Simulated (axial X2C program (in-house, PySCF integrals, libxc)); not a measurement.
# A two-component session on SnB⁻: properties at the nuclei

Aim: properties at the nuclei of SnB⁻, with spin–orbit coupling in the Hamiltonian from the start.

Program: an in-house X2C program for linear molecules on PySCF integrals. Level of theory: two-component X2C with atomic mean-field terms, Sn dyall-acv3z, B dyall-av3z. These are calculated values, not measurements.

## (1) Set-up

Input file task.json:

```json
{
 "zs": [
  50,
  5
 ],
 "q": -1,
 "bas": [
  "dyall-acv3z",
  "dyall-av3z"
 ],
 "r0": 2.25,
 "levels": [
  "PBE0",
  "HF",
  "LDA",
  "PBE50",
  "PBE"
 ],
 "nst": 3
}
```

Keys: zs atomic numbers; q charge; bas basis sets; r0 starting distance in Å; levels methods (HF also brings MP2); nst determinants followed.

Run with:

```
python soeom.py task.json out
```

The runs that follow: Expectation values, lowest determinant; Expectation values, a higher determinant; Expectation values, a higher determinant.

Q: Predict the outcome of this session. Wanted: lowest determinant; Eeff magnitude; Ws magnitude Sn; A∥/gI Sn; qzz Sn; higher determinant (for each run or level that gives them).

**Answer**, as computed:

| quantity | value |
| --- | --- |
| lowest determinant | Ω = 2 (excess of +ω over −ω: ω = 1/2, ω = 3/2) |
| Eeff magnitude (GV/cm), PBE0 | 1.38 |
| Ws magnitude Sn (kHz), PBE0 | 0.313 |
| A∥/gI Sn (MHz), PBE0 | 126 |
| qzz Sn (a.u.), PBE0 | -2.15 |
| higher determinant | Ω = 1 (excess of +ω over −ω: ω = -1/2, ω = 3/2) |
| Eeff magnitude (GV/cm), PBE0, higher determinant | 0.207 |
| Ws magnitude Sn (kHz), PBE0, higher determinant | 0.142 |
| A∥/gI Sn (MHz), PBE0, higher determinant | 326 |
| qzz Sn (a.u.), PBE0, higher determinant | -1.95 |
| higher determinant | Ω = 1 (excess of +ω over −ω: 2 × ω = 1/2) |
| Eeff magnitude (GV/cm), PBE0, higher determinant | 1.22 |
| Ws magnitude Sn (kHz), PBE0, higher determinant | 0.708 |
| A∥/gI Sn (MHz), PBE0, higher determinant | 646 |
| qzz Sn (a.u.), PBE0, higher determinant | -2.16 |

What this shows: In the first state, the effective field runs from 0.72 to 2.24 GV/cm over the mean-field levels, so the levels don't agree on it. The expectation values come from single determinants, which for open shells can mix terms of unlike spin or miss the lowest Ω, so a determinant need not be a state. Eeff is the effective electric field on the electron dipole moment in this Ω state and Ws the scalar–pseudoscalar constant (defined with the proton number Z and per Ω); A∥ is the parallel hyperfine constant, which follows by multiplying with the nuclear g factor gI = μI/(I μN); qzz is the electric field gradient, eQq0 = 234.96 MHz × Q/barn × qzz. The operators were transformed with the bare-nucleus X2C matrices.
